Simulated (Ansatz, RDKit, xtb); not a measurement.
# Isomers of CH5B3N4S, a sample narrowed down

A sample of isomers of CH5B3N4S is drawn. Aim: find which of them has the lowest free energy at 298.15 K, then its properties. The sample is small against all isomers, and the most stable one of this formula need not be in it.

Plan: many cheap relaxations first (GFN2-xTB), then density-functional screening, relaxation at PBE-D3(BJ)/def2-SVP, vibrations (at GFN2-xTB) and a final energy. The numbers are computed, not measured.

### 1 Candidates

Isomers were taken from a list of plausible structures; this is a sample, not all of them. That gives 3 candidates.

```tsv
label	SMILES	spin
c479	N#CB1NBNBN1S	singlet
c524	N#CB1NBN(S)BN1	singlet
c955	N#CB1NBNB(S)N1	singlet
```

Candidates are built by distance geometry, with a force field where one applies, in up to four conformers (letters a to d).

Q: Predict the outcome of this search (final energies at CCSD(T)/def2-SVP + MP2/def2-TZVPP - MP2/def2-SVP).

| quantity | value |
| --- | --- |
| lowest structure found | N#CB1NBNB(S)N1, singlet |
| next finalist | N#CB1NBN(S)BN1, singlet, 38.6 kcal/mol higher in G |
| share at equilibrium, among the finalists | 100.0 % |

The search ends on `N#CB1NBNB(S)N1`. Among the finalists first place is clear (38.6 kcal/mol); structures outside the list aren't covered. GFN2-xTB, HF/STO-3G, r2SCAN-D4/def2-SVP, PBE-D3(BJ)/def2-SVP, HF/def2-SVP and MP2/def2-SVP already put its bonding pattern lowest among the structures in one piece. The search is not exhaustive (a finite list of starts, one conformer a finalist), so a lower isomer can't be ruled out. Only 3 drawn patterns were tried, so whole families of isomers are missing, and the result ranks this sample alone.
